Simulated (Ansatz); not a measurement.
# YSi2Ir2: the cost of one run

Method: DFT r2SCAN, scalar-relativistic, plane waves, PAW, in Ansatz 0.2.0.

## Step 1: The structure to begin with

Symmetry: P4/nmm, No. 129, tetragonal system. Conventional cell: a = 4.072 Å, b = 4.072 Å, c = 9.720 Å, α = 90.00°, β = 90.00°, γ = 90.00°. Around Y (site symmetry 4mm) lie 8 Si at 3.10 to 3.16 Å and 8 Ir at 3.11 to 3.19 Å. Si (site symmetry -4m2) has 4 Ir at 2.38 Å and 4 Y at 3.16 Å as nearest neighbours. Si (site symmetry 4mm) is surrounded by 5 Ir at 2.34 to 2.41 Å and 4 Y at 3.10 Å. Ir (site symmetry -4m2) has 4 Si at 2.41 Å as nearest neighbours. Around Ir (site symmetry 4mm) lie 5 Si at 2.34 to 2.38 Å.

Coordinates:

```
CELL_PARAMETERS angstrom
4.07200 0.00000 0.00000
0.00000 4.07200 0.00000
0.00000 0.00000 9.72000
ATOMIC_POSITIONS crystal
Y 0.50000 0.00000 0.25200
Y 0.00000 0.50000 0.74800
Si 0.00000 0.00000 0.50000
Si 0.50000 0.50000 0.50000
Si 0.50000 0.00000 0.86700
Si 0.00000 0.50000 0.13300
Ir 0.00000 0.00000 0.00000
Ir 0.50000 0.50000 0.00000
Ir 0.50000 0.00000 0.62600
Ir 0.00000 0.50000 0.37400
```

The structure rests on an entry of the Crystallography Open Database; cell or positions may have been set otherwise for this series.

## Step 2: Relaxing cell and atoms: YSi2Ir2, no spin

input.yaml

```yaml
crystal:
  lattice:
    - [4.072, 0.0, 0.0]
    - [0.0, 4.072, 0.0]
    - [0.0, 0.0, 9.72]
  atoms:
    - { symbol: "Y", position: [0.5, 0.0, 0.252] }
    - { symbol: "Y", position: [0.0, 0.5, 0.748] }
    - { symbol: Si, position: [0.0, 0.0, 0.5] }
    - { symbol: Si, position: [0.5, 0.5, 0.5] }
    - { symbol: Si, position: [0.5, 0.0, 0.867] }
    - { symbol: Si, position: [0.0, 0.5, 0.133] }
    - { symbol: Ir, position: [0.0, 0.0, 0.0] }
    - { symbol: Ir, position: [0.5, 0.5, 0.0] }
    - { symbol: Ir, position: [0.5, 0.0, 0.626] }
    - { symbol: Ir, position: [0.0, 0.5, 0.374] }
scf:
  occupations: { method: gaussian, width: 0.05 }
output:
  forces: true
  stress: true
  eigenvalues: true
  dos: { method: tetrahedron, nscf_kmesh: { grid: [24, 24, 10] }, de: 0.02 }
  write_density: true
  write_potential: true
  elf: true
  volumetric_format: npy
kpoints:
  mp_grid: { grid: [12, 12, 6] }
hamiltonian:
  xc: r2scan
relax:
  f_tol: 0.005
  max_steps: 60
  cell: { stress_tol: 0.03 }
```

Command:

```bash
$ ansatz run input.yaml --threads 8 --pin off --max-ram 16384MiB --backend cpu --events-out ev --progress --plain --runs-dir out
```

Q: Estimate wall time and peak memory on 8 threads of Intel Xeon Platinum 8488C (Sapphire Rapids), shared host.

About 2.5 min, with a peak of 4 GiB.
